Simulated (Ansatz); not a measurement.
# Molecular dynamics of Ba4Ti4H2O13

Input:

```yaml
accuracy: low
crystal:
  lattice:
    - [5.656571, 0.0, 0.0]
    - [0.0, 8.036, 0.0]
    - [0.0, 0.0, 18.242429]
  atoms:
    - { symbol: Ba, position: [0.0, 0.0, 0.0548173] }
    - { symbol: Ti, position: [0.5, 0.259, 0.0548173] }
    - { symbol: O, position: [0.5, 0.492, 0.0548173] }
    - { symbol: O, position: [0.25, 0.2425, 0.1323367] }
    - { symbol: O, position: [0.75, 0.2425, 0.1323367] }
    - { symbol: Ba, position: [0.5, 0.0, 0.2098561] }
    - { symbol: Ti, position: [1.0, 0.259, 0.2098561] }
    - { symbol: O, position: [1.0, 0.492, 0.2098561] }
    - { symbol: O, position: [0.75, 0.2425, 0.2873756] }
    - { symbol: O, position: [0.25, 0.2425, 0.2873756] }
    - { symbol: Ba, position: [0.0, 0.5, 0.0548173] }
    - { symbol: Ti, position: [0.5, 0.759, 0.0548173] }
    - { symbol: O, position: [0.5, 0.992, 0.0548173] }
    - { symbol: O, position: [0.25, 0.7425, 0.1323367] }
    - { symbol: O, position: [0.75, 0.7425, 0.1323367] }
    - { symbol: Ba, position: [0.5, 0.5, 0.2098561] }
    - { symbol: Ti, position: [1.0, 0.759, 0.2098561] }
    - { symbol: O, position: [1.0, 0.992, 0.2098561] }
    - { symbol: O, position: [0.75, 0.7425, 0.2873756] }
    - { symbol: O, position: [0.25, 0.7425, 0.2873756] }
    - { symbol: O, position: [0.7628549, 1.0008398, 0.4820915] }
    - { symbol: H, position: [0.655232, 1.0896633, 0.4930549] }
    - { symbol: H, position: [0.6766314, 0.9011153, 0.4930549] }
basis:
  ecutwfc: 420.0
kpoints:
  mp_grid: { grid: [2, 1, 1] }
hamiltonian:
  xc: pbe
  dispersion: d3bj
scf:
  occupations: { method: fermi_dirac, width: 0.05 }
  lower_state_search: "off"
md:
  timestep: 0.5
  n_steps: 500
  ensemble: nve
  initial_velocities: zero
  seed: 697652
  initial_site_velocities:
    - { site: 20, velocity: [0.0, 0.0, -0.040084] }
    - { site: 21, velocity: [0.0, 0.0, -0.040084] }
    - { site: 22, velocity: [0.0, 0.0, -0.040084] }
  constraints: [{ sites: [0, 1, 2, 10, 11, 12] }]
```

Run as:

```bash
$ ansatz run input.yaml --threads 2 --pin off --max-ram 5120MiB --backend cpu --events-out ev --progress --plain --runs-dir out
```

It starts from an unrelaxed structure (largest force component 6.57 eV/Å).

Output, in part (step lines):

```
md step     0: t =     0.00 fs  T =   682.6 K  F+E_penalty+E_count = -41221.94636649 eV  E_kin = 1.499979 eV  conserved = -41220.44638783 eV  (20 SCF iters)
[... lines left out ...]
```

The steps, from the saved trajectory:

```
time (fs)  T (K)  potential energy less start (eV)  conserved less start (meV/atom)
        0    683                             0.000                             0.00
        8   1799                            -2.453                            -0.02
       16   4034                            -7.370                            -0.20
       24   3303                            -5.759                             0.01
       32   3922                            -7.125                            -0.23
       40   1874                            -2.618                            -0.01
       48   2361                            -3.688                            -0.03
       56   4522                            -8.443                            -0.25
       64   2747                            -4.536                             0.02
       72   2997                            -5.089                            -0.16
       80   1894                            -2.664                            -0.05
       88   1096                            -0.909                            -0.01
       96   2460                            -3.907                            -0.03
      104   4618                            -8.652                            -0.22
      112   2635                            -4.292                            -0.02
      120   3184                            -5.501                            -0.21
      128   3234                            -5.608                            -0.08
      136   2964                            -5.015                            -0.05
      144   3698                            -6.629                            -0.12
      152   3114                            -5.346                            -0.14
      160   1684                            -2.200                             0.03
      168   3203                            -5.543                            -0.16
      176   2794                            -4.642                            -0.06
      184   2452                            -3.890                            -0.06
      192   2631                            -4.282                            -0.04
      200   3475                            -6.140                            -0.18
      208   2336                            -3.634                            -0.02
      216   3144                            -5.412                            -0.16
      224   3078                            -5.265                            -0.10
      232   1932                            -2.745                            -0.02
      240   2384                            -3.741                            -0.05
      248   3428                            -6.036                            -0.15
```

All steps were run. The conserved energy stayed within 0.28 meV per atom of its start (net change -0.14 meV per atom), so the integration is sound. A run of 0.25 ps of so small a system gives no equilibrium averages. Limits of this set-up: coarse k mesh, thin slab, slab without dipole correction, a typed lattice constant that wasn't relaxed here, low accuracy level.

Mean squared displacements from the first frame to the last: Ba 0.89 Å², Ti 0.14 Å², O 0.75 Å², H 8.78 Å².

Last frame:

```xyz
23
Lattice="5.6566 0.0000 0.0000 0.0000 8.0360 0.0000 0.0000 0.0000 18.2424" Properties=species:S:1:pos:R:3
Ba 0.000 0.000 1.000
Ti 2.828 2.081 1.000
O 2.828 3.954 1.000
O 1.471 1.984 1.907
O 4.311 1.985 2.032
Ba 2.759 -0.093 4.648
Ti 5.492 2.014 4.281
O 5.752 3.891 3.949
O 4.277 1.884 5.633
O 1.284 2.036 5.470
Ba 0.000 4.018 1.000
Ti 2.828 6.099 1.000
O 2.828 7.972 1.000
O 1.462 6.136 1.898
O 4.478 6.141 2.131
Ba 2.799 3.913 5.518
Ti 5.437 5.877 4.294
O 5.526 7.897 4.437
O 4.211 6.034 5.611
O 1.218 5.955 5.421
O 5.905 8.248 11.131
H 5.387 9.062 11.132
H 6.491 8.287 10.370
```

The run took 45 min on 2 threads of Arm Neoverse V1, on a shared host, peak memory 1.4 GiB.
